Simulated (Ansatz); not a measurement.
Run this with the Python package of Ansatz (0.2.0) and show what comes out.

`run_opt.py`:
```python
"""Geometry optimisation of C3H2BrN2."""

from dataclasses import dataclass

import ansatz as az
import numpy as np


@dataclass
class Settings:
    basis_set: str = "def2-SVP"
    functional: str = "b3lyp"


cfg = Settings()

c3h2brn2 = (
    az.Crystal.molecule()
    .atom("Br", [2.6809, -0.4775, -0.6286])
    .atom("C", [0.8411, -0.1919, -0.217])
    .atom("C", [0.3446, 0.8826, 0.3624])
    .atom("N", [-1.0608, 0.7353, 0.5052])
    .atom("C", [-1.2736, -0.5543, -0.0681])
    .atom("N", [-0.1938, -1.1229, -0.498])
    .atom("H", [0.9094, 1.7476, 0.6833])
    .atom("H", [-2.2477, -1.0188, -0.1392])
)

setup = (
    c3h2brn2.calculation()
    .basis(gaussian=cfg.basis_set)
    .functional(cfg.functional)
    .spin("collinear", total=1)
)
symbols = [site.symbol for site in c3h2brn2.cartesian_sites]
start = np.array([site.position_ang for site in c3h2brn2.cartesian_sites], dtype=float)
def progress(event):
    if event["event"] == "relax_step":
        row = event["data"]
        print(f"step {row['step']:3d}  E = {row['lagrangian_ev']:.6f} eV  max force {row['allowed_force_max_ev_ang']:.4f} eV/A")


data = setup.relax(force_tolerance=0.005, max_steps=100).session().plan().execute(on_event=progress).report
end = np.array(data["positions_ang"])

print(f"E = {data['free_energy_ev']:.6f} eV = {data['free_energy_ev'] / 27.211386246:.7f} Ha")
print("converged:", data["converged"], " doubts:", data["published_state_doubts"] or "none")

print("bond        before    after (A)")
for i, j in [(0, 1), (1, 2), (1, 5), (2, 3), (2, 6), (3, 4), (4, 5), (4, 7)]:
    d0, d1 = (np.linalg.norm(xyz[i] - xyz[j]) for xyz in (start, end))
    print(f"{symbols[i]}{i}-{symbols[j]}{j}".ljust(10), f"{d0:8.4f} {d1:8.4f}")
with open("c3h2brn2_opt.xyz", "w") as handle:
    handle.write(f"{len(symbols)}\nrelaxed C3H2BrN2\n")
    handle.writelines(f"{s:2s} {x:11.6f} {y:11.6f} {z:11.6f}\n" for s, (x, y, z) in zip(symbols, end))
```

```console
$ python run_opt.py
step   1  E = -76154.609119 eV  max force 4.6431 eV/A
step   2  E = -76155.147074 eV  max force 3.2522 eV/A
step   3  E = -76155.310878 eV  max force 2.9277 eV/A
step   4  E = -76155.437717 eV  max force 0.5615 eV/A
step   5  E = -76155.450468 eV  max force 0.2534 eV/A
step   6  E = -76155.454494 eV  max force 0.1032 eV/A
step   7  E = -76155.454819 eV  max force 0.0450 eV/A
step   8  E = -76155.454888 eV  max force 0.0044 eV/A
E = -76155.455121 eV = -2798.6613557 Ha
converged: True  doubts: none
bond        before    after (A)
Br0-C1       1.9068   1.8590
C1-C2        1.3179   1.4747
C1-N5        1.4201   1.3193
C2-N3        1.4203   1.3110
C2-H6        1.0818   1.0920
N3-C4        1.4272   1.3802
C4-N5        1.2939   1.3550
C4-H7        1.0815   1.0923
```

It writes `c3h2brn2_opt.xyz`:
```text
8
relaxed C3H2BrN2
Br    2.640999   -0.544708   -0.654200
C     0.843676   -0.281121   -0.259228
C     0.273458    0.914887    0.388280
N    -1.020188    0.732863    0.497957
C    -1.218191   -0.514848   -0.057946
N    -0.114455   -1.149121   -0.522192
H     0.806962    1.805760    0.726053
H    -2.212161   -0.963611   -0.118725
```

Caveats:
- Total energies depend on the basis set; only differences at equal settings carry meaning.
- The end point is the stationary point reached from this start; no frequency run checks that it is a minimum, and the basis set is modest.
- The species is open-shell (spin multiplicity 2).
- b3lyp holds the VWN-RPA fit, as in Gaussian; the form of ORCA and Turbomole is b3lyp5.
- Wall time of the script: 93 s on 1 thread of Arm Neoverse V2 (shared host), peak memory 0.48 GiB.

(Lines on the test bed's own set-up are left out of the output.)
